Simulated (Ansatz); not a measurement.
# CdSnO2: the cost of one run

Computed with Ansatz 0.2.0 (DFT PBE, scalar-relativistic, plane waves, PAW, unless a step's input says otherwise).

## Step 1: The starting structure

Symmetry: P4/mmm, No. 123, tetragonal system. Conventional cell: a = 4.604 Å, b = 4.604 Å, c = 2.712 Å, α = 90.00°, β = 90.00°, γ = 90.00°. Cd (site symmetry 4/mmm) has 8 O at 2.67 Å and 2 Cd at 2.71 Å as nearest neighbours. Sn (site symmetry 4/mmm) is surrounded by 4 O at 2.30 Å. O (site symmetry mmm) has 2 Sn at 2.30 Å and 4 Cd at 2.67 Å as nearest neighbours.

Coordinates:

```
CELL_PARAMETERS angstrom
4.60409 0.00000 0.00000
0.00000 4.60409 0.00000
0.00000 0.00000 2.71228
ATOMIC_POSITIONS crystal
Cd 0.50000 0.50000 0.50000
Sn 0.00000 0.00000 0.00000
O 0.50000 0.00000 0.00000
O 0.00000 0.50000 0.00000
```

Recipe of the guess: perovskite family, infinite layers (P4/mmm, No. 123). Lengths come from tabulated atomic sizes and are only a guess.

## Step 2: A first look at the guess

File input.yaml:

```yaml
crystal:
  lattice:
    - [4.60409228, 0.0, 0.0]
    - [0.0, 4.60409228, 0.0]
    - [0.0, 0.0, 2.71228399]
  atoms:
    - { symbol: Cd, position: [0.5, 0.5, 0.5] }
    - { symbol: Sn, position: [0.0, 0.0, 0.0] }
    - { symbol: O, position: [0.5, 0.0, 0.0] }
    - { symbol: O, position: [0.0, 0.5, 0.0] }
basis:
  ecutwfc: 420
kpoints:
  mp_grid: { grid: [4, 4, 6] }
hamiltonian:
  xc: pbe
scf:
  occupations: { method: gaussian, width: 0.1 }
  lower_state_search: "off"
output:
  forces: true
  stress: true
  eigenvalues: true
```

On the command line:

```sh
> ansatz run input.yaml --threads 1 --pin off --max-ram 2048MiB --backend cpu --events-out ev --progress --plain --runs-dir out
```

**Question.** How long does this run take on 1 thread of Intel Xeon Platinum 8259CL at 2.50GHz (Skylake/Cascade Lake), shared host, and how much memory does it need?

About 2.5 s, with a peak of 0.4 GiB.
